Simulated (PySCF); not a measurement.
# C5H4BrN (2-Bromopyridine): the cost of one run

Programs: PySCF 2.14.0, with routines of our own; each step states its level. All values are computed. Atoms count from 0.

## Step 1: The starting structure

11 atoms, charge 0, multiplicity 1; geometry from: GFN2-xTB.

## Step 2: Relaxing the molecule at PBE0-D3(BJ)/def2-SVP

What the job is given:

```
{"job": {"xc": "PBE0", "basis": "def2-SVP", "d3": "d3bj", "grid": 1, "maxiter": 30, "shake": 0.01, "kind": "geom"}, "charge": 0, "multiplicity": 1}
Br     2.857740    -1.622570    -0.124210
C      1.136870    -0.743030    -0.056400
C      1.053290     0.644610    -0.053960
C     -0.156870     1.212750     0.006730
C     -1.304860     0.373510     0.044330
C     -1.103560    -0.986130     0.037520
N      0.112410    -1.538980    -0.013310
H      1.984450     1.252100    -0.085500
H     -0.305950     2.289790     0.038460
H     -2.302300     0.784930     0.109630
H     -1.933110    -1.692810     0.081040
```

Command:

```sh
OMP_NUM_THREADS=1 python heavy_run.py task.json out
```

This one command runs all jobs of the session in turn.

Q: Estimate the wall time and peak memory of this first job on 1 thread of Arm Neoverse V2, shared host.

About 82 s, with a peak of 0.53 GiB.
